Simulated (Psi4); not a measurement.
# GaNH4 (SMILES [NH2][GaH2]) at M06-2X/aug-cc-pVDZ

What is the energy change on altering one bond length of GaNH4 at M06-2X/aug-cc-pVDZ? 

Program for the calculation: Psi4 1.11.

1 further run of the same task is left out (set aside as unsound or not needed).

## Step 1: The molecule

The species is GaNH4 (6 atoms), meant as a singlet with charge 0. As SMILES, `[NH2][GaH2]`. The shape comes from GFN2-xTB, which is rough for such elements, and wasn't checked as a minimum.

Bond lengths: N1–Ga2 1.802 Å, N1–H3 1.013 Å, N1–H4 1.014 Å, Ga2–H5 1.547 Å, Ga2–H6 1.547 Å. Angles: N1–Ga2–H5 119.1°, N1–Ga2–H6 119.1°, Ga2–N1–H3 125.9°, Ga2–N1–H4 125.7°, H5–Ga2–H6 121.8°, H3–N1–H4 108.5°.

## Step 2: Energy and gradient at M06-2X/aug-cc-pVDZ

Contents of gah4n.xyz:

```xyz
6
GaH4N
N     -0.010890    -0.953070     0.044760
Ga     0.008780     0.846340    -0.041070
H      0.261590    -1.585910    -0.698360
H     -0.294460    -1.503880     0.847580
H      0.468650     1.533200    -1.349240
H     -0.433670     1.663320     1.196330
```

Contents of run_ase.py:

```python
import numpy as np
from ase.calculators.psi4 import Psi4
from ase.io import read

a = read('gah4n.xyz')
calc = Psi4(atoms=a, method='m06-2x', basis='aug-cc-pVDZ', memory='1600MB', num_threads=1, charge=0, multiplicity=1, label='psi4-calc', reference='rks')
calc.psi4.set_options({'puream': True, 'e_convergence': 1e-09, 'd_convergence': 1e-08, 'scf_type': 'pk', 'dft_radial_points': 99, 'dft_spherical_points': 590})
a.calc = calc

forces = a.get_forces()
print(f'energy: {a.get_potential_energy():.6f} eV')
print('forces / eV A^-1')
print(np.round(forces, 5))
```

Command:

```sh
$ python run_ase.py
```

psi4-calc.dat:

```text
[...]
  Running in c1 symmetry.
[...]
  Nuclear repulsion =  108.900074512436206
[...]
  Multiplicity = 1
[...]
  Nalpha       = 21
  Nbeta        = 21
[...]
    Number of basis functions: 95
[...]
   @RKS iter   1: -1981.13687124561648   -3.40735e+00   1.28537e-02 ADIIS/DIIS
[...]
   @RKS iter  10: -1981.95872820279442   -4.02451e-11   6.42889e-09 DIIS
[...]
    Orbital Energies [Eh]
    ---------------------
    Doubly Occupied:
       1A   -374.780053     2A    -46.658947     3A    -41.417084
       4A    -41.414108     5A    -41.413723     6A    -14.741327
       7A     -5.774214     8A     -4.049426     9A     -4.041497
      10A     -4.041267    11A     -1.016273    12A     -1.004467
      13A     -1.004461    14A     -1.003026    15A     -1.000278
      16A     -0.916710    17A     -0.539927    18A     -0.528027
      19A     -0.407746    20A     -0.349617    21A     -0.324275
[...]
  @RKS Final Energy: -1981.95872820279442
   => Energetics <=
    Nuclear Repulsion Energy =            108.9000745124362055
    One-Electron Energy =               -2977.6331765683744379
    Two-Electron Energy =                 926.2244514513315607
    DFT Exchange-Correlation Energy =     -39.4500775981879812
    Empirical Dispersion Energy =           0.0000000000000000
    VV10 Nonlocal Energy =                  0.0000000000000000
    Total Energy =                      -1981.9587282027946458
[...]
 Multipole Moments:
 ------------------------------------------------------------------------------------
     Multipole            Electronic (a.u.)      Nuclear  (a.u.)        Total (a.u.)
 ------------------------------------------------------------------------------------
 L = 1.  Multiply by 2.5417464519 to convert [e a0] to [Debye]
 Dipole X            :          0.0369462           -0.0408172           -0.0038711
 Dipole Y            :          3.5743352           -3.9850363           -0.4107012
 Dipole Z            :         -0.1739022            0.1941583            0.0202561
 Magnitude           :                                                    0.4112186
[...]
  -Total Gradient:
     Atom            X                  Y                   Z
    ------   -----------------  -----------------  -----------------
       1        0.000408875468     0.023924603848    -0.001677048245
       2       -0.000184871681    -0.010901806788     0.000561047054
       3       -0.000199055472    -0.004188858090     0.000872613811
       4       -0.000021667360    -0.004495043257     0.000041778292
       5       -0.003079771206    -0.001745230792     0.008678666754
       6        0.003076070552    -0.002635686905    -0.008475184372
[...]
```

Standard output:

```text
energy: -53931.844037 eV
forces / eV A^-1
[[-2.10300e-02 -1.23025e+00  8.62400e-02]
 [ 9.51000e-03  5.60590e-01 -2.88500e-02]
 [ 1.02400e-02  2.15400e-01 -4.48700e-02]
 [ 1.11000e-03  2.31140e-01 -2.15000e-03]
 [ 1.58370e-01  8.97400e-02 -4.46270e-01]
 [-1.58180e-01  1.35530e-01  4.35810e-01]]
```

Wall time 47 s (1 thread of Intel Xeon 6975P-C (Granite Rapids), shared host); peak memory 1.1 GiB.

## Step 3: The distorted shape at the same level

Contents of job.dat:

```
memory 1.6 GB

molecule {
  N     -0.240838    -1.296519     0.698881
  Ga    -0.221168     0.502891     0.613051
  H      0.031642    -1.929359    -0.044239
  H     -0.524408    -1.847329     1.501701
  H      0.468650     1.533200    -1.349240
  H     -0.663618     1.319871     1.850451
  units angstrom
  symmetry c1
  no_reorient
  no_com
}

set globals {
  puream true
  e_convergence 1e-09
  d_convergence 1e-08
  scf_type pk
  dft_radial_points 99
  dft_spherical_points 590
}

e_tot, wfn = gradient("m06-2x/aug-cc-pVDZ", return_wfn=True)
oeprop(wfn, "LOWDIN_CHARGES", "MULLIKEN_CHARGES", "WIBERG_LOWDIN_INDICES", title="M06-2X")
```

Command:

```sh
$ psi4 -i job.dat -o job.out -n 1
```

job.out:

```text
[...]
  Running in c1 symmetry.
[...]
  Nuclear repulsion =  105.038527501757898
[...]
  Multiplicity = 1
[...]
  Nalpha       = 21
  Nbeta        = 21
[...]
    Number of basis functions: 95
[...]
   @RKS iter   1: -1980.90562309356164   -3.41622e+00   1.28170e-02 ADIIS/DIIS
[...]
   @RKS iter  11: -1981.89761176395086   -9.09495e-13   4.02929e-09 DIIS
[...]
  @RKS Final Energy: -1981.89761176395086
   => Energetics <=
    Nuclear Repulsion Energy =            105.0385275017578977
    One-Electron Energy =               -2968.8723134138022033
    Two-Electron Energy =                 921.3371667544298589
    DFT Exchange-Correlation Energy =     -39.4009926063365228
    Empirical Dispersion Energy =           0.0000000000000000
    VV10 Nonlocal Energy =                  0.0000000000000000
    Total Energy =                      -1981.8976117639510903
[...]
 Multipole Moments:
 ------------------------------------------------------------------------------------
     Multipole            Electronic (a.u.)      Nuclear  (a.u.)        Total (a.u.)
 ------------------------------------------------------------------------------------
 L = 1.  Multiply by 2.5417464519 to convert [e a0] to [Debye]
 Dipole X            :         17.2254263          -17.4418093           -0.2163830
 Dipole Y            :        -11.2871346           10.5642701           -0.7228644
 Dipole Z            :        -48.2348404           48.8596645            0.6248241
 Magnitude           :                                                    0.9796733
[...]
  -Total Gradient:
     Atom            X                  Y                   Z
    ------   -----------------  -----------------  -----------------
       1       -0.001815504945     0.020608315965     0.004591995415
       2       -0.016006776131    -0.030183743603     0.045514751587
       3       -0.000324100714    -0.004389529887     0.001220808575
       4        0.000529113314    -0.005685390305    -0.001440842149
       5        0.016124322550     0.025720453466    -0.045919888846
       6        0.001495564818    -0.006075771784    -0.003974875104
[...]
  Mulliken Charges: (a.u.)
   Center  Symbol    Alpha    Beta     Spin     Total
       1     N     3.67973  3.67973  0.00000 -0.35946
       2    GA    15.17473 15.17473  0.00000  0.65053
       3     H     0.53837  0.53837  0.00000 -0.07674
       4     H     0.53620  0.53620  0.00000 -0.07240
       5     H     0.59373  0.59373  0.00000 -0.18747
       6     H     0.47723  0.47723  0.00000  0.04553
   Total alpha = 21.00000, Total beta = 21.00000, Total charge = -0.00000
  Lowdin Charges: (a.u.)
   Center  Symbol    Alpha    Beta     Spin     Total
[...]
```

Wall time 47 s (1 thread of Intel Xeon 6975P-C (Granite Rapids), shared host); peak memory 1 GiB.

## Step 4: Outcome

Level: M06-2X/aug-cc-pVDZ.

| quantity | value |
| --- | --- |
| first shape: total energy | -1981.95873 Eh |
| first shape: dipole moment | 1.05 D |
| first shape: HOMO energy | -8.82 eV |
| first shape: LUMO energy | -0.37 eV |
| first shape: HOMO–LUMO gap | 8.45 eV |
| first shape: largest force on an atom | 1.233 eV/Å |
| distorted shape: total energy | -1981.89761 Eh |
| distorted shape: dipole moment | 2.49 D |
| distorted shape: HOMO energy | -8.08 eV |
| distorted shape: LUMO energy | -0.60 eV |
| distorted shape: HOMO–LUMO gap | 7.48 eV |
| distorted shape: largest force on an atom | 2.926 eV/Å |
| energy change with the Ga2–H5 bond stretched from 1.547 to 2.321 Å | 1.663 eV |

With the Ga2–H5 bond stretched from 1.547 to 2.321 Å the energy rises by 1.66 eV (160 kJ/mol). The first shape isn't relaxed at this level, so the change isn't measured from a minimum. The largest force (first shape) is 1.23 eV/Å: the shape isn't a stationary point for this species at this level. Mulliken charges (distorted shape) run from -0.36 on N1 to +0.65 on Ga2; in a basis this large or diffuse they mean little.
